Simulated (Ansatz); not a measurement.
Crystal: Mg6VGa.

```
Ga V Mg
1.0
     4.93661    0.00000    0.00000
     0.00000    3.10287    5.34256
     0.00000   -3.10287    5.34256
Ga V Mg
1 1 6
Direct
  0.50000 0.67562 0.67562
  0.00000 0.82901 0.82901
  0.50000 0.16706 0.16706
  0.50000 0.67143 0.15480
  0.50000 0.15480 0.67143
  0.00000 0.33417 0.33417
  0.00000 0.82886 0.33906
  0.00000 0.33906 0.82886
```

The cell comes from a database or a generator and needn't be the stable form of this composition.

* Program: Ansatz 0.2.0
* Task: single point
* Functional: PBE
* Potentials or basis: Ansatz PAW
* Cutoff: 420 eV (not typed: the program's choice for these potentials)
* k mesh: 6 × 5 × 5
* Occupations: fermi-dirac, width 0.05 eV
* Spin: collinear spin, ferromagnetic start
* Starting moments: [0.0, 2.0, 0.0, 0.0, 0.0, 0.0, 0.0, 0.0] μB

On this cell: pressure 0.1 GPa; largest force 0.096 eV/Å; net moment 3.16 μB per cell; site moments Ga -0.01; V +2.61; Mg +0.01, +0.02, -0.01, -0.00 μB; band gap on the k mesh none (metal or under the smearing width).

The same run follows on a disturbed copy (atoms moved at random, drawn with an rms of 0.05 Å):

```
Ga V Mg
1.0
     4.93661    0.00000    0.00000
     0.00000    3.10287    5.34256
     0.00000   -3.10287    5.34256
Ga V Mg
1 1 6
Direct
  0.49726 0.67781 0.67578
  0.99903 0.82477 0.83337
  0.50132 0.17116 0.17179
  0.49353 0.66838 0.15365
  0.49983 0.15675 0.65769
  0.99905 0.33341 0.33647
  0.99967 0.84043 0.32357
  0.00267 0.33358 0.84097
```

Problem. What changes?

Solution. The energy (extrapolated to zero smearing) moves by +7.0 meV/atom; pressure 0.3 GPa; largest force 0.422 eV/Å; net moment 3.15 μB per cell; site moments Ga -0.01; V +2.60; Mg +0.01, +0.02, -0.01, -0.00 μB; band gap on the k mesh none (metal or under the smearing width).

Forces in eV/Å, atoms in the order of the input:
```
Ga   0.030 -0.008 -0.007
V   -0.043  0.150 -0.118
Mg  -0.009  0.067 -0.285
Mg   0.107  0.109  0.134
Mg   0.005 -0.264  0.329
Mg  -0.014  0.009  0.103
Mg  -0.037 -0.383  0.031
Mg  -0.039  0.322 -0.188
```

Stress tensor (GPa, compression positive):
```
 0.25 -0.02 -0.02
-0.02  0.18 -0.08
-0.02 -0.08  0.40
```
